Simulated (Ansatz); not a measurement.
# CH₆OSn: search for a transition state

Aim: find the saddle point of a ring closure by C–H transfer that is to form H2–H5, Sn1–C4 and break Sn1–H2, C4–H5, prove it by its vibrations, and relax downhill on both sides to see what it joins.

Method: PBE0-D4, def2-SVP first, then def2-TZVP; program: Ansatz 0.2.0, Gaussian basis.

105 further runs of the same task are left out: 105 set aside as unsound or not needed.

## (1) The system as given

The guess: 9 atoms, charge 0, spin multiplicity 1.

Atoms are counted from 1 here; the program's logs count them from 0.

Bond lengths: Sn1–O3 2.276 Å, Sn1–H6 1.826 Å, Sn1–H7 1.831 Å, O3–C4 1.274 Å, C4–H8 1.095 Å, C4–H9 1.095 Å. Angles: O3–Sn1–H6 109.5°, O3–Sn1–H7 111.2°, H6–Sn1–H7 92.8°, Sn1–O3–C4 118.8°, O3–C4–H8 117.2°, O3–C4–H9 118.1°, H8–C4–H9 115.0°.

As a file:

```mol
CH6OSn
  3D, bonds by distance, orders not assigned

  9  6  0  0  0  0  0  0  0  0999 V2000
   -1.2856    0.9875    0.2528 Sn  0  0
   -0.5977   -0.4245   -1.4175 H   0  0
    0.5185   -0.2525    0.8742 O   0  0
    1.1235   -0.9419   -0.0098 C   0  0
    0.2647   -0.8804   -1.1490 H   0  0
   -2.3433    1.2985    1.7085 H   0  0
   -0.8458    2.7569    0.0819 H   0  0
    1.1454   -2.0274    0.1297 H   0  0
    2.0203   -0.5161   -0.4708 H   0  0
  1  3  8  0
  1  6  8  0
  1  7  8  0
  3  4  8  0
  4  8  8  0
  4  9  8  0
M  END
```

Distances that are to change: H2–H5 1.01 Å, Sn1–C4 3.10 Å, Sn1–H2 2.29 Å, C4–H5 1.43 Å.

## (2) Relaxing the guess with the reacting distances held

hold/in.yaml

```yaml
crystal:
  periodic: [false, false, false]
  atoms:
    - {symbol: Sn, position_ang: [-1.285600, 0.987500, 0.252800]}
    - {symbol: H, position_ang: [-0.597700, -0.424500, -1.417500]}
    - {symbol: O, position_ang: [0.518500, -0.252500, 0.874200]}
    - {symbol: C, position_ang: [1.123500, -0.941900, -0.009800]}
    - {symbol: H, position_ang: [0.264700, -0.880400, -1.149000]}
    - {symbol: H, position_ang: [-2.343300, 1.298500, 1.708500]}
    - {symbol: H, position_ang: [-0.845800, 2.756900, 0.081900]}
    - {symbol: H, position_ang: [1.145400, -2.027400, 0.129700]}
    - {symbol: H, position_ang: [2.020300, -0.516100, -0.470800]}
basis:
  gaussian: {orbitals: def2-SVP}
hamiltonian: {xc: pbe0, dispersion: d4}
relax: {f_tol: 0.04, max_steps: 150, escape_saddle: false, constraints: [{distance: [1, 4]}, {distance: [0, 3]}, {distance: [0, 1]}, {distance: [3, 4]}]}
```

Launch:

```bash
> ansatz run in.yaml --threads 4 --pin off --events-out ev --progress --plain --max-ram 9574MiB
```

What it wrote:

```text
Functional definition: PBE0
  name "PBE0"
  cite "Adamo & Barone, J. Chem. Phys. 110, 6158 (1999) doi:10.1063/1.478522"
  cite "Perdew, Burke & Ernzerhof, Phys. Rev. Lett. 77, 3865 (1996) doi:10.1103/PhysRevLett.77.3865"
  parent pbe
  parameter a = 0.25
  parameter kappa = 0.804
  parameter beta = 0.06672455060314922
  exchange = (1 - a)*pbe_x(kappa = kappa, mu = beta*pi^2/3) + a*exact_x
  correlation = pbe_c(beta = beta)
1006 factors; integrals over basis functions are off by at most 4.2e-4 eV
mean field evaluation 1: about -8997.6954 eV, gradient 4.9e1 eV
mean field evaluation 2: about -8934.2119 eV, gradient 1.5e2 eV
mean field evaluation 4: about -9003.5656 eV, gradient 1.4e1 eV
mean field evaluation 8: about -9004.0582 eV, gradient 5.0e-1 eV
mean field evaluation 16: about -9004.0590 eV, gradient 8.8e-5 eV
mean field -9004.05902253 eV, -330.8930659077 hartree, gradient 8.8e-5 eV, S^2 0.000000; 0 other end points of the search recorded, 0 dependent functions left out
the calculation of the forces begins
reference -9004.05905173 eV, -330.8930669805 hartree; 21, 21 occupied and 63, 63 virtual orbitals, 1006 factors
relax step   1: F+E_penalty+E_count = -9004.20830360 eV  Δ(F+E_penalty+E_count) = +0.000e0 eV  max|allowed force component| = 1.245e0 eV/Å  Δτ_max = 0.0000 Å  (27 SCF iters, accepted)
  distance H 1 - H 4 held at 1.011766 Å   reaction = +6.8423e-1 eV/Å
  distance Sn 0 - C 3 held at 3.097629 Å   reaction = +2.6521e-1 eV/Å
  distance Sn 0 - H 1 held at 2.292783 Å   reaction = +2.7045e-1 eV/Å
  distance C 3 - H 4 held at 1.427969 Å   reaction = +2.2738e-1 eV/Å
these checks for a lower state are left out or cut short: starts, cluster_reference, orbital_swaps, neighbouring_geometries, increment
1006 factors; integrals over basis functions are off by at most 3.8e-4 eV
mean field -9004.24794203 eV, -330.9000085712 hartree, gradient 1.3e-5 eV, S^2 0.000000; 0 other end points of the search recorded, 0 dependent functions left out
the calculation of the forces begins
reference -9004.24797109 eV, -330.9000096392 hartree; 21, 21 occupied and 63, 63 virtual orbitals, 1006 factors
relax step   2: F+E_penalty+E_count = -9004.39861130 eV  Δ(F+E_penalty+E_count) = -1.903e-1 eV  max|allowed force component| = 6.124e-1 eV/Å  Δτ_max = 0.1947 Å  (31 SCF iters, accepted)
  distance H 1 - H 4 held at 1.011766 Å   reaction = +6.3012e-1 eV/Å
  distance Sn 0 - C 3 held at 3.097629 Å   reaction = +1.0617e0 eV/Å
  distance Sn 0 - H 1 held at 2.292783 Å   reaction = +1.1244e0 eV/Å
  distance C 3 - H 4 held at 1.427969 Å   reaction = +3.7954e-1 eV/Å
these checks for a lower state are left out or cut short: starts, cluster_reference, orbital_swaps, neighbouring_geometries, increment
1006 factors; integrals over basis functions are off by at most 3.9e-4 eV
mean field -9004.29303614 eV, -330.9016657493 hartree, gradient 7.8e-6 eV, S^2 0.000000; 0 other end points of the search recorded, 0 dependent functions left out
the calculation of the forces begins
reference -9004.29306546 eV, -330.9016668267 hartree; 21, 21 occupied and 63, 63 virtual orbitals, 1006 factors
relax step   3: F+E_penalty+E_count = -9004.44351675 eV  Δ(F+E_penalty+E_count) = -4.491e-2 eV  max|allowed force component| = 1.641e-1 eV/Å  Δτ_max = 0.0624 Å  (31 SCF iters, accepted)
  distance H 1 - H 4 held at 1.011766 Å   reaction = +4.5845e-1 eV/Å
  distance Sn 0 - C 3 held at 3.097629 Å   reaction = +1.1500e0 eV/Å
  distance Sn 0 - H 1 held at 2.292783 Å   reaction = +7.5717e-1 eV/Å
  distance C 3 - H 4 held at 1.427969 Å   reaction = +2.2756e-1 eV/Å
these checks for a lower state are left out or cut short: starts, cluster_reference, orbital_swaps, neighbouring_geometries, increment
1006 factors; integrals over basis functions are off by at most 3.9e-4 eV
mean field evaluation 32: about -9004.2617 eV, gradient 2.4e0 eV
mean field -9004.30202995 eV, -330.9019962657 hartree, gradient 7.6e-6 eV, S^2 0.000000; 0 other end points of the search recorded, 0 dependent functions left out
the calculation of the forces begins
reference -9004.30205938 eV, -330.9019973471 hartree; 21, 21 occupied and 63, 63 virtual orbitals, 1006 factors
relax step   4: F+E_penalty+E_count = -9004.45239461 eV  Δ(F+E_penalty+E_count) = -8.878e-3 eV  max|allowed force component| = 8.056e-2 eV/Å  Δτ_max = 0.0671 Å  (30 SCF iters, accepted)
  distance H 1 - H 4 held at 1.011766 Å   reaction = +3.6939e-1 eV/Å
  distance Sn 0 - C 3 held at 3.097629 Å   reaction = +1.2141e0 eV/Å
  distance Sn 0 - H 1 held at 2.292783 Å   reaction = +5.8815e-1 eV/Å
  distance C 3 - H 4 held at 1.427969 Å   reaction = +2.0321e-1 eV/Å
these checks for a lower state are left out or cut short: starts, cluster_reference, orbital_swaps, neighbouring_geometries, increment
1006 factors; integrals over basis functions are off by at most 4.0e-4 eV
mean field -9004.31005810 eV, -330.9022912946 hartree, gradient 1.8e-5 eV, S^2 0.000000; 0 other end points of the search recorded, 0 dependent functions left out
the calculation of the forces begins
reference -9004.31008760 eV, -330.9022923786 hartree; 21, 21 occupied and 63, 63 virtual orbitals, 1006 factors
relax step   5: F+E_penalty+E_count = -9004.46040897 eV  Δ(F+E_penalty+E_count) = -8.014e-3 eV  max|allowed force component| = 7.785e-2 eV/Å  Δτ_max = 0.1118 Å  (28 SCF iters, accepted)
  distance H 1 - H 4 held at 1.011766 Å   reaction = +3.5843e-1 eV/Å
  distance Sn 0 - C 3 held at 3.097629 Å   reaction = +1.2217e0 eV/Å
  distance Sn 0 - H 1 held at 2.292783 Å   reaction = +6.4396e-1 eV/Å
  distance C 3 - H 4 held at 1.427969 Å   reaction = +2.6133e-1 eV/Å
these checks for a lower state are left out or cut short: starts, cluster_reference, orbital_swaps, neighbouring_geometries, increment
1006 factors; integrals over basis functions are off by at most 4.0e-4 eV
mean field -9004.31125123 eV, -330.9023351415 hartree, gradient 7.6e-6 eV, S^2 0.000000; 0 other end points of the search recorded, 0 dependent functions left out
the calculation of the forces begins
reference -9004.31128067 eV, -330.9023362231 hartree; 21, 21 occupied and 63, 63 virtual orbitals, 1006 factors
relax step   6: F+E_penalty+E_count = -9004.46142905 eV  Δ(F+E_penalty+E_count) = -1.020e-3 eV  max|allowed force component| = 4.176e-2 eV/Å  Δτ_max = 0.0509 Å  (30 SCF iters, accepted)
  distance H 1 - H 4 held at 1.011766 Å   reaction = +3.3550e-1 eV/Å
  distance Sn 0 - C 3 held at 3.097629 Å   reaction = +1.1480e0 eV/Å
  distance Sn 0 - H 1 held at 2.292783 Å   reaction = +7.1152e-1 eV/Å
  distance C 3 - H 4 held at 1.427969 Å   reaction = +3.1141e-1 eV/Å
these checks for a lower state are left out or cut short: starts, cluster_reference, orbital_swaps, neighbouring_geometries, increment
1006 factors; integrals over basis functions are off by at most 4.0e-4 eV
mean field -9004.31218675 eV, -330.9023695210 hartree, gradient 7.1e-6 eV, S^2 0.000000; 0 other end points of the search recorded, 0 dependent functions left out
the calculation of the forces begins
reference -9004.31221611 eV, -330.9023706002 hartree; 21, 21 occupied and 63, 63 virtual orbitals, 1006 factors
relax step   7: F+E_penalty+E_count = -9004.46244940 eV  Δ(F+E_penalty+E_count) = -1.020e-3 eV  max|allowed force component| = 1.770e-2 eV/Å  Δτ_max = 0.0306 Å  (32 SCF iters, accepted)
  distance H 1 - H 4 held at 1.011766 Å   reaction = +3.3235e-1 eV/Å
  distance Sn 0 - C 3 held at 3.097629 Å   reaction = +1.2038e0 eV/Å
  distance Sn 0 - H 1 held at 2.292783 Å   reaction = +6.6687e-1 eV/Å
  distance C 3 - H 4 held at 1.427969 Å   reaction = +2.6795e-1 eV/Å
1006 factors; integrals over basis functions are off by at most 4.0e-4 eV
mean field evaluation 64: about -9003.0847 eV, gradient 2.3e1 eV
mean field -9004.31218675 eV, -330.9023695210 hartree, gradient 7.1e-6 eV, S^2 0.000000; 1 other end points of the search recorded, 0 dependent functions left out
the calculation of the forces begins
reference -9004.31221611 eV, -330.9023706002 hartree; 21, 21 occupied and 63, 63 virtual orbitals, 1006 factors
Total energy: -9004.46247876 eV, -330.9078926506 hartree
Atom 0 at    -1.241256     1.123568     0.196784 Å, force     1.087904    -1.241146    -0.533417 eV/Å
Atom 1 at    -0.619215    -0.448763    -1.351665 Å, force     0.097816     0.286179     0.521320 eV/Å
Atom 2 at     0.545414     0.031659     0.714076 Å, force     0.004657    -0.013457    -0.017699 eV/Å
Atom 3 at     1.097610    -0.895754    -0.020814 Å, force    -1.069962     0.776485    -0.115940 eV/Å
Atom 4 at     0.220606    -0.973810    -1.145032 Å, force    -0.108717     0.191242     0.154424 eV/Å
Atom 5 at    -2.280758     0.952068     1.581654 Å, force    -0.013633    -0.008658     0.006137 eV/Å
Atom 6 at    -0.781608     2.801332     0.255550 Å, force     0.005592     0.012790    -0.006000 eV/Å
Atom 7 at     1.026254    -1.943905     0.326042 Å, force    -0.005065    -0.001227    -0.000173 eV/Å
Atom 8 at     2.032952    -0.646297    -0.556595 Å, force     0.001408    -0.002209    -0.008653 eV/Å
Dipole moment:    -0.075389    -0.086916    -0.221358 e Å
```

It took 16 s on 4 threads of Arm Neoverse N1, shared host.

Step by step:

```tsv
step	energy from step 1 (eV)	largest force component (eV/Å)
1	0.0000	1.2455
2	-0.1903	0.6124
3	-0.2352	0.1641
4	-0.2441	0.0806
5	-0.2521	0.0779
6	-0.2531	0.0418
7	-0.2541	0.0177
```

Distances of close pairs at the start and the end, largest changes first:

```tsv
bond	before (Å)	after (Å)	change (Å)
Sn1–O3	2.276	2.157	-0.119
Sn1–H7	1.831	1.741	-0.091
Sn1–H6	1.826	1.740	-0.086
O3–C4	1.274	1.306	+0.032
C4–H9	1.095	1.106	+0.012
C4–H8	1.095	1.106	+0.012
```

## (3) Force constants to start from

hessian/in.yaml

```yaml
crystal:
  periodic: [false, false, false]
  atoms:
    - {symbol: Sn, position_ang: [-1.241256, 1.123568, 0.196784]}
    - {symbol: H, position_ang: [-0.619215, -0.448763, -1.351665]}
    - {symbol: O, position_ang: [0.545414, 0.031659, 0.714076]}
    - {symbol: C, position_ang: [1.097610, -0.895754, -0.020814]}
    - {symbol: H, position_ang: [0.220606, -0.973810, -1.145032]}
    - {symbol: H, position_ang: [-2.280758, 0.952068, 1.581654]}
    - {symbol: H, position_ang: [-0.781608, 2.801332, 0.255550]}
    - {symbol: H, position_ang: [1.026254, -1.943905, 0.326042]}
    - {symbol: H, position_ang: [2.032952, -0.646297, -0.556595]}
basis:
  gaussian: {orbitals: def2-SVP}
hamiltonian: {xc: pbe0, dispersion: d4}
phonons: {}
scf: {lower_state_search: off}
```

Launch:

```bash
> ansatz run in.yaml --threads 4 --pin off --events-out ev --progress --plain --max-ram 9574MiB
```

What it wrote, cut to the lines that bear on the results:

```text
[... 5 set-up lines as earlier in the session ...]
[...]
1006 factors; integrals over basis functions are off by at most 4.0e-4 eV
[...]
mean field -9004.31219280 eV, -330.9023697433 hartree, gradient 1.6e-6 eV, S^2 0.000000; 0 other end points of the search recorded, 0 dependent functions left out
[...]
reference -9004.31222257 eV, -330.9023708374 hartree; 21, 21 occupied and 63, 63 virtual orbitals, 1006 factors
[...]
WARN: phonons: 3 modes above zero are rigid motions of the cell's bodies and no vibrations: the zero-point energy, free energy, entropy and heat capacity leave them out. With what each would have added to F at 1000 K, by the weight of its row in the mesh: 65.81 cm⁻¹ (-0.203 eV; rigid [...]
WARN: phonons: modes at or below zero, which the zero-point energy, F, S and C_V leave out: 1, the lowest at -1107.69 cm⁻¹. A minimum has none, and a first-order saddle one
[...]
Atom 5 at    -2.280758     0.952068     1.581654 Å, force    -0.013574    -0.008644     0.006054 eV/Å
Atom 6 at    -0.781608     2.801332     0.255550 Å, force     0.005556     0.012878    -0.005951 eV/Å
Atom 7 at     1.026254    -1.943905     0.326042 Å, force    -0.005069    -0.001209    -0.000150 eV/Å
Atom 8 at     2.032952    -0.646297    -0.556595 Å, force     0.001398    -0.002205    -0.008657 eV/Å
Dipole moment:    -0.075390    -0.086914    -0.221358 e Å
Vibrations: -1107.69 111.62 356.88 383.92 414.43 476.03 587.72 766.37 808.68 833.76 1085.17 1193.13 1229.98 1240.60 1395.88 1509.18 1648.96 1828.95 1844.59 3016.12 3114.92 cm⁻¹, zero-point energy 1.478318 eV
Checks for a lower state left out: stability, starts, cluster_reference, orbital_swaps, neighbouring_geometries, increment
```

It took 67 s on 4 threads of Arm Neoverse N1, shared host.

The structure is not stationary yet, so these wavenumbers are no spectrum; the search needs only the force constants.

## (4) Saddle search in the small basis

A small driver takes partitioned rational-function steps: uphill along one mode, downhill along the rest. It calls the program once a step for energy and forces and updates the Hessian by Bofill's formula. It stops when the largest force is under 0.04 eV/Å and the followed curvature is negative. The first step's input:

presaddle/in.yaml

```yaml
crystal:
  periodic: [false, false, false]
  atoms:
    - {symbol: Sn, position_ang: [-1.241256, 1.123568, 0.196784]}
    - {symbol: H, position_ang: [-0.619215, -0.448763, -1.351665]}
    - {symbol: O, position_ang: [0.545414, 0.031659, 0.714076]}
    - {symbol: C, position_ang: [1.097610, -0.895754, -0.020814]}
    - {symbol: H, position_ang: [0.220606, -0.973810, -1.145032]}
    - {symbol: H, position_ang: [-2.280758, 0.952068, 1.581654]}
    - {symbol: H, position_ang: [-0.781608, 2.801332, 0.255550]}
    - {symbol: H, position_ang: [1.026254, -1.943905, 0.326042]}
    - {symbol: H, position_ang: [2.032952, -0.646297, -0.556595]}
basis:
  gaussian: {orbitals: def2-SVP}
hamiltonian: {xc: pbe0, dispersion: d4}
output: {forces: true}
scf: {lower_state_search: off}
```

Launch:

```bash
> ansatz run in.yaml --threads 4 --pin off --events-out ev --progress --plain --max-ram 9574MiB
```

Step by step:

```tsv
step	energy (eV)	largest force (eV/Å)	followed curvature (eV/Å²)
1	-9004.46248	1.2413	-11.13
2	-9004.48302	0.8631	-8.24
3	-9004.49443	0.2047	-7.20
4	-9004.49869	0.2712	-7.41
5	-9004.50190	0.4445	-7.44
6	-9004.51363	0.1705	-7.53
7	-9004.51017	0.7271	-7.55
8	-9004.52031	0.3307	-7.57
9	-9004.52083	0.2892	-7.54
10	-9004.52186	0.2153	-7.60
11	-9004.52201	0.2621	-7.61
12	-9004.52387	0.0680	-7.64
13	-9004.52449	0.0653	-7.64
14	-9004.52520	0.0487	-7.65
15	-9004.52558	0.0566	-7.65
16	-9004.52565	0.0544	-7.61
17	-9004.52566	0.0552	-7.60
18	-9004.52570	0.0440	-7.60
19	-9004.52570	0.0096	-7.61
```

The 19 steps took 24 s in all (4 threads of Arm Neoverse N1, shared host).

## (5) Saddle search in triple zeta

A small driver takes partitioned rational-function steps: uphill along one mode, downhill along the rest. It calls the program once a step for energy and forces and updates the Hessian by Bofill's formula. It stops when the largest force is under 0.01 eV/Å and the followed curvature is negative. The first step's input:

saddle/in.yaml

```yaml
crystal:
  periodic: [false, false, false]
  atoms:
    - {symbol: Sn, position_ang: [-1.316563, 0.974023, 0.171900]}
    - {symbol: H, position_ang: [-0.581001, -0.467829, -1.361895]}
    - {symbol: O, position_ang: [0.233203, -0.319276, 0.898593]}
    - {symbol: C, position_ang: [1.053792, -0.839461, 0.092784]}
    - {symbol: H, position_ang: [0.163102, -0.930443, -1.279275]}
    - {symbol: H, position_ang: [-2.185976, 1.216777, 1.669569]}
    - {symbol: H, position_ang: [-0.451903, 2.497991, 0.067613]}
    - {symbol: H, position_ang: [1.296535, -1.912355, 0.195660]}
    - {symbol: H, position_ang: [1.788811, -0.219329, -0.454949]}
basis:
  gaussian: {orbitals: def2-TZVP}
hamiltonian: {xc: pbe0, dispersion: d4}
output: {forces: true}
scf: {lower_state_search: off}
```

Launch:

```bash
> ansatz run in.yaml --threads 4 --pin off --events-out ev --progress --plain --max-ram 9574MiB
```

Step by step:

```tsv
step	energy (eV)	largest force (eV/Å)	followed curvature (eV/Å²)
1	-9008.45597	0.3075	-7.61
2	-9008.46620	0.0964	-7.65
3	-9008.46690	0.0249	-7.86
4	-9008.46717	0.0495	-7.85
5	-9008.46696	0.0470	-7.85
6	-9008.46732	0.0377	-7.76
7	-9008.46682	0.0703	-7.81
8	-9008.46747	0.0112	-7.80
9	-9008.46747	0.0027	-7.80
```

The 9 steps took 18 s in all (4 threads of Arm Neoverse N1, shared host).

The point found:

```tsv
atom	x (Å)	y (Å)	z (Å)
Sn1	-1.31111	0.94693	0.17888
H2	-0.58105	-0.46549	-1.36516
O3	0.20116	-0.34157	0.90306
C4	1.04648	-0.82729	0.09884
H5	0.15303	-0.91215	-1.28697
H6	-2.15999	1.22644	1.67232
H7	-0.41142	2.43963	0.03798
H8	1.30516	-1.88650	0.18684
H9	1.75774	-0.17990	-0.42579
```

Followed mode, largest move set to 1: H5 (-0.52, 0.02, -0.86); C4 (0.49, 0.08, 0.71); H2 (0.49, -0.59, -0.38); Sn1 (-0.56, 0.34, 0.05).

## (6) Vibrations at the point found

vib/in.yaml

```yaml
crystal:
  periodic: [false, false, false]
  atoms:
    - {symbol: Sn, position_ang: [-1.311109, 0.946933, 0.178885]}
    - {symbol: H, position_ang: [-0.581049, -0.465492, -1.365158]}
    - {symbol: O, position_ang: [0.201163, -0.341575, 0.903060]}
    - {symbol: C, position_ang: [1.046480, -0.827289, 0.098835]}
    - {symbol: H, position_ang: [0.153031, -0.912146, -1.286968]}
    - {symbol: H, position_ang: [-2.159993, 1.226438, 1.672315]}
    - {symbol: H, position_ang: [-0.411419, 2.439630, 0.037984]}
    - {symbol: H, position_ang: [1.305156, -1.886501, 0.186836]}
    - {symbol: H, position_ang: [1.757742, -0.179898, -0.425789]}
basis:
  gaussian: {orbitals: def2-TZVP}
hamiltonian: {xc: pbe0, dispersion: d4}
phonons: {temperatures: {t_min: 298.15, t_max: 900, t_step: 200}}
```

Launch:

```bash
> ansatz run in.yaml --threads 4 --pin off --events-out ev --progress --plain --max-ram 9574MiB
```

What it wrote, cut to the lines that bear on the results:

```text
[... 5 set-up lines as earlier in the session ...]
[...]
1056 factors; their error is unknown
[...]
mean field -9008.32482859 eV, -331.0498313886 hartree, gradient 5.0e-5 eV, S^2 0.000000; 0 other end points of the search recorded, 0 dependent functions left out
[...]
WARN: phonons: modes at or below zero, which the zero-point energy, F, S and C_V leave out: 1, the lowest at -595.60 cm⁻¹. A minimum has none, and a first-order saddle one
[...]
Atom 6 at    -0.411419     2.439630     0.037984 Å, force    -0.000596    -0.002359     0.000113 eV/Å
Atom 7 at     1.305156    -1.886501     0.186836 Å, force    -0.000303     0.000726    -0.000852 eV/Å
Atom 8 at     1.757742    -0.179898    -0.425789 Å, force     0.001899     0.000152    -0.000138 eV/Å
Dipole moment:     0.223358    -0.204036    -0.271019 e Å
Vibrations: -595.60 135.12 287.56 381.67 452.58 503.20 591.88 695.06 725.78 776.16 997.81 1055.00 1146.66 1222.97 1429.98 1566.20 1785.89 1816.29 2618.64 3030.33 3129.65 cm⁻¹, zero-point energy 1.509410 eV
```

It took 1.8 min on 4 threads of Arm Neoverse N1, shared host.

Wavenumbers and character of the modes:

```tsv
mode	wavenumber (cm⁻¹)	character
1	596i	changes H2–H5, Sn1–H2, C4–H5
2	135	torsion
3	288	torsion
4	382	Sn–O stretch with bend
5	453	bend
6	503	bend
7	592	bend
8	695	not assigned (largely outside the bonds, angles and torsions drawn)
9	726	not assigned (largely outside the bonds, angles and torsions drawn)
10	776	bend with torsion
11	998	not assigned (largely outside the bonds, angles and torsions drawn)
12	1055	not assigned (largely outside the bonds, angles and torsions drawn)
13	1147	not assigned (largely outside the bonds, angles and torsions drawn)
14	1223	bend
15	1430	C–O stretch with bend
16	1566	bend
17	1786	Sn–H stretch
18	1816	Sn–H stretch
19	2619	not assigned (largely outside the bonds, angles and torsions drawn)
20	3030	C–H stretch
21	3130	C–H stretch
```

Vibrational sums (real modes only):

```tsv
T (K)	entropy (J/mol/K)	heat capacity (J/mol/K)
298	35.1	52.0
498	69.9	84.1
698	102.0	105.7
898	130.5	120.5
```

[end of part 1 of 2]
